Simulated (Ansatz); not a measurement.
# CH5FOSSi: how energies converge with the basis set

The task here is to estimate one member of a computed series from the others.

Method: one geometry, several basis sets; program: Ansatz 0.2.0, Gaussian basis.

Plan: PBE0-D4/def2-SVP; ωB97M-V/def2-SVP; PBE0-D4/def2-QZVPP; ωB97M-V/def2-QZVPP; the functionals' def2-TZVPP values are taken from earlier runs.

## The relaxed structure

All runs share one geometry, relaxed beforehand with PBE0-D4 in a triple-zeta def2 set.

SMILES `OC(F)S[SiH3]`, 10 atoms, charge 0, spin multiplicity 1.

Atoms are counted from 1 here; the program's logs count them from 0.

Bond lengths: O1–C2 1.361 Å, O1–H6 0.965 Å, C2–F3 1.369 Å, C2–S4 1.834 Å, C2–H7 1.091 Å, S4–Si5 2.140 Å, Si5–H8 1.484 Å, Si5–H9 1.485 Å, Si5–H10 1.482 Å. Angles: C2–O1–H6 108.6°, O1–C2–F3 110.9°, O1–C2–S4 114.1°, O1–C2–H7 107.6°, F3–C2–S4 105.4°, F3–C2–H7 108.1°, S4–C2–H7 110.6°, C2–S4–Si5 97.6°, S4–Si5–H8 112.4°, S4–Si5–H9 109.6°, S4–Si5–H10 104.9°, H8–Si5–H9 109.4°, H8–Si5–H10 109.8°, H9–Si5–H10 110.8°.

Geometry (Å):

```mol
CH5FOSSi
  3D, bonds by distance, orders not assigned

 10  9  0  0  0  0  0  0  0  0999 V2000
   -0.5672    1.1145    1.1615 O   0  0
    0.6974    0.6341    1.0101 C   0  0
    1.3617    0.6193    2.2073 F   0  0
    0.7745   -1.0904    0.3903 S   0  0
   -0.3957   -0.8069   -1.3791 Si  0  0
   -1.0883    0.4636    1.6482 H   0  0
    1.2287    1.3081    0.3368 H   0  0
   -1.8435   -0.6743   -1.0839 H   0  0
    0.0747    0.4050   -2.0971 H   0  0
   -0.1594   -2.0244   -2.1912 H   0  0
  1  2  8  0
  2  3  8  0
  2  4  8  0
  4  5  8  0
  1  6  8  0
  2  7  8  0
  5  8  8  0
  5  9  8  0
  5 10  8  0
M  END
```

The first run:

File in.yaml:

```yaml
crystal:
  periodic: [false, false, false]
  atoms:
    - {symbol: O, position_ang: [-0.567156, 1.114506, 1.161498]}
    - {symbol: C, position_ang: [0.697434, 0.634150, 1.010117]}
    - {symbol: F, position_ang: [1.361688, 0.619306, 2.207293]}
    - {symbol: S, position_ang: [0.774490, -1.090388, 0.390326]}
    - {symbol: Si, position_ang: [-0.395668, -0.806856, -1.379094]}
    - {symbol: H, position_ang: [-1.088326, 0.463639, 1.648247]}
    - {symbol: H, position_ang: [1.228654, 1.308109, 0.336806]}
    - {symbol: H, position_ang: [-1.843470, -0.674270, -1.083913]}
    - {symbol: H, position_ang: [0.074669, 0.405005, -2.097100]}
    - {symbol: H, position_ang: [-0.159415, -2.024399, -2.191179]}
basis:
  gaussian: {orbitals: def2-SVP}
hamiltonian: {xc: pbe0, dispersion: d4}
output: {orbitals: {seedname: orbitals}}
```

Among the steps run: PBE0-D4 in def2-SVP; ωB97M-V in def2-SVP; PBE0-D4 in def2-QZVPP; ωB97M-V in def2-QZVPP.

One table of the session follows, with a row left open; its other results are not shown here.

It belongs to the step «Density functionals: the series». 

| functional | basis | HOMO (eV) | LUMO (eV) |
| --- | --- | --- | --- |
| PBE0-D4 | def2-SVP | ? | ? |
| PBE0-D4 | def2-TZVPP | -7.59 | -0.16 |
| PBE0-D4 | def2-QZVPP | -7.62 | -0.29 |
| ωB97M-V | def2-SVP | -9.68 | 2.27 |
| ωB97M-V | def2-TZVPP | -9.80 | 1.65 |
| ωB97M-V | def2-QZVPP | -9.83 | 1.30 |

**Question.** Estimate the row for PBE0-D4, def2-SVP.

As computed: HOMO (eV): -7.52; LUMO (eV): 0.26. In the column «HOMO (eV)» it is the highest.
